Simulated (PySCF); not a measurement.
# CuNH: structure of the quartet

Aim: relax CuNH as a quartet from a bent start, check by its vibrations whether the end is a minimum, and collect its spectrum and constants.

The runs use PySCF 2.14.0; PBE0, basis Cu def2-TZVP, N def2-TZVP, H def2-TZVP, no relativity, density fitting.

### 1 Starting geometry

3 atoms, charge 0, spin multiplicity 4.

Bond lengths: Cu1–N2 1.750 Å, Cu1–H3 1.440 Å. Angles: N2–Cu1–H3 110.0°.

Z-matrix (Å, degrees; charge 0 multiplicity 4):
```
Cu
N  1 1.7500
H  1 1.4400 2 110.00
```

### 2 The SCF at the typed geometry

One driver script runs all steps and calls PySCF; scf.py shows how it sets up the SCF of each step. The optimiser is the driver's own. After this first run the driver tries any further starts and a stability analysis.

The input, scf.py:

```python
from pyscf import gto, scf, dft
mol = gto.M(atom='''
Cu     0.000000     0.000000     0.000000
N     -1.433500     0.000000     1.003800
H      1.179600     0.000000     0.826000''',
    basis={'Cu': 'def2-TZVP', 'N': 'def2-TZVP', 'H': 'def2-TZVP'},
    charge=0, spin=3)
mf = dft.UKS(mol, xc='PBE0')
mf.grids.atom_grid = (50, 194)
aux = {'Cu': 'def2-universal-JKFIT', 'N': 'def2-universal-JKFIT', 'H': 'def2-universal-JKFIT'}
mf = mf.density_fit(auxbasis=aux)
mf.conv_tol = 1e-08
mf.diis_space = 10
mf.max_cycle = 60
mf.init_guess = 'minao'
mf.verbose = 4
mf.kernel()
```

On the command line:

```
OMP_NUM_THREADS=2 python axn.py task.json out
```

The runs that follow: Relaxing the quartet from the bent start; Frequencies.

**Question.** What will these runs give? Wanted: minimum; geometry; wavenumbers; dipole moment; highest occupied, lowest empty level; polar-tensor charge of Cu1; zero-point energy; atomisation energy; ⟨S²⟩.

The runs gave:

| quantity | value |
| --- | --- |
| minimum | quartet, Cs |
| geometry | Cu–H 1.532 Å, Cu–N 1.820 Å; H–Cu–N 136.4° |
| wavenumbers (cm⁻¹) | 275 (a'), 495 (a'), 1751 (a') |
| dipole moment | 1.59 D |
| highest occupied, lowest empty level (either spin) | -7.58, -4.09 eV |
| polar-tensor charge of Cu1 | +0.39 e |
| zero-point energy | 15.1 kJ/mol |
| entropy at 298.15 K | 263.6 J/(mol K) |
| atomisation energy (no zero-point energy) | 330 kJ/mol |
| ⟨S²⟩ | 3.764 |

The molecule stays Cs, as typed, and the end point is a minimum. In the infrared the band at 275 cm⁻¹ (a', bend) leads. Most of the spin sits on N2 (Mulliken spin 2.49, against 3 for the whole molecule). Only this shape and spin were tried, so other structures or states may lie lower. One determinant may miss the lowest occupation of an open d or f shell.
